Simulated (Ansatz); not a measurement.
# Si5F: the cost of one run

Method: DFT PBE, scalar-relativistic, plane waves, PAW, in Ansatz 0.2.0.

1 further run of the same task is left out (set aside as unsound or not needed).

**1. The starting structure**

It takes space group Cmm2 (No. 35, orthorhombic). The conventional cell has a = 4.425 Å, b = 7.274 Å, c = 7.632 Å, α = 90.00°, β = 90.00°, γ = 90.00°. Around Si (site symmetry m) lie 7 Si at 2.37 to 2.59 Å. Si (site symmetry m) has 4 Si at 2.37 to 2.50 Å as nearest neighbours. Si (site symmetry mm2) has 1 F at 1.64 Å as nearest neighbours. F (site symmetry mm2) is surrounded by 1 Si at 1.64 Å.

Structure file:

```xyz
6
Lattice="2.2127 -3.6371 0.0000 2.2127 3.6371 0.0000 0.0000 0.0000 7.6319" Properties=species:S:1:pos:R:3 pbc="T T T"
Si    2.2127    1.2256    6.6499
Si    2.2127    1.2380    1.3906
Si    2.2127   -1.2380    1.3906
Si    2.2127   -1.2256    6.6499
Si    0.0000    0.0000    6.0978
F     0.0000    0.0000    4.4593
```

The cell was relaxed beforehand at this level, from a generated guess; it is a trial structure. At a tolerance of 0.05 Å it has space group Cmm2 (No. 35); it has 20.47 Å³/atom, an uncorrected energy of -0.18 eV/atom over the elements.

**2. Bands, states and charges**

The input, input.yaml:

```yaml
crystal:
  lattice:
    - [2.2126753027, -3.6371227399, 0.0]
    - [2.2126753027, 3.6371227399, 0.0]
    - [0.0, 0.0, 7.6318573077]
  atoms:
    - { symbol: Si, position: [0.3315135545, 0.6684864455, 0.8713281358] }
    - { symbol: Si, position: [0.3298106606, 0.6701893394, 0.1822114081] }
    - { symbol: Si, position: [0.6701893394, 0.3298106606, 0.1822114081] }
    - { symbol: Si, position: [0.6684864455, 0.3315135545, 0.8713281358] }
    - { symbol: Si, position: [0.0, 0.0, 0.7989971786] }
    - { symbol: F, position: [0.0, 0.0, 0.5842980698] }
basis:
  ecutwfc: 420
kpoints:
  mp_grid: { grid: [10, 10, 6] }
  band_path:
    path:
      - [[0.0, 0.0, 0.0], [0.5, -0.5, 0.0], [0.65747492, -0.34252508, 0.0]]
      - [[0.34252508, 0.34252508, 0.0], [0.0, 0.0, 0.0], [0.0, 0.0, -0.5], [0.34252508, 0.34252508, -0.5]]
      - [[0.65747492, -0.34252508, -0.5], [0.5, -0.5, -0.5], [0.5, -0.5, 0.0]]
      - [[0.0, 0.0, 0.0], [0.5, 0.0, 0.0], [0.5, 0.0, -0.5], [0.0, 0.0, -0.5], [0.5, -0.5, -0.5]]
    npoints: 14
hamiltonian:
  xc: pbe
scf:
  occupations: { method: gaussian, width: 0.1 }
  n_extra_bands: 15
output:
  forces: true
  stress: true
  eigenvalues: true
  populations: true
  dos: { projected: true, de: 0.02, nscf_kmesh: { grid: [12, 12, 8] } }
  bader: true
  write_density: true
  write_potential: true
  elf: true
  volumetric_format: npy
```

On the command line:

```sh
$ ansatz run input.yaml --threads 1 --pin off --max-ram 2560MiB --backend cpu --events-out ev --progress --plain --runs-dir out
```

What time and memory should one allow on 1 thread of Intel Xeon Platinum 8488C (Sapphire Rapids), shared host?

About 2.4 min, with a peak of 0.78 GiB.
